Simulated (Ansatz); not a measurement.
Predict the output of the script below (Ansatz's Python interface).

The script, `dfpt_tepb.py`:
```python
from pathlib import Path
import warnings

import ansatz as az
import numpy as np

params = {
    'functional': 'pbe',
    'occupations': 'gaussian',
    'width_ev': 0.05,
    'mesh': (6, 6, 6),
}

warnings.simplefilter('ignore', az.DeckWarning)

vectors = np.array([
    [0.0, 3.231, 3.231],
    [3.231, 0.0, 3.231],
    [3.231, 3.231, 0.0],
])
cell = (
    az.Lattice.of(vectors)
    .atom('Te', [0.5, 0.5, 0.5])
    .atom('Pb', [0.0, 0.0, 0.0])
)

base = (
    cell.calculation()
    .pseudopotentials('paw')
    .functional(params['functional'])
    .occupations(params['occupations'], width=params['width_ev'])
    .kpoints(*params['mesh'])
    .phonons('dfpt')
)
out = base.run(threads=1, pin='off', runs_dir='runs')
ph = out.phonons

print('Gamma modes (1/cm):', ' '.join(f'{w:.1f}' for w in ph.gamma_omega_inv_cm))
print('in meV:', ' '.join(f'{w * 0.1239842:.2f}' for w in ph.gamma_omega_inv_cm))
```

```console
$ python dfpt_tepb.py
Gamma modes (1/cm): 0.0 0.0 0.0 39.7 39.7 39.7
in meV: 0.00 0.00 0.00 4.93 4.93 4.93
```

The cell isn't relaxed first, so the values belong to this volume. Spin-orbit coupling, which matters for elements this heavy, is left out. No non-analytic term is added, so at the zone centre the longitudinal optical modes of a polar crystal aren't split off. The starting cell is as deposited in a crystallographic database; the results hold for this polymorph, which needn't be the stable one. The structure is taken as given; imaginary modes can come from an unrelaxed or unstable start. Finished in 10 s on 1 thread of Arm Neoverse V2 (shared host), peak memory 0.53 GiB.
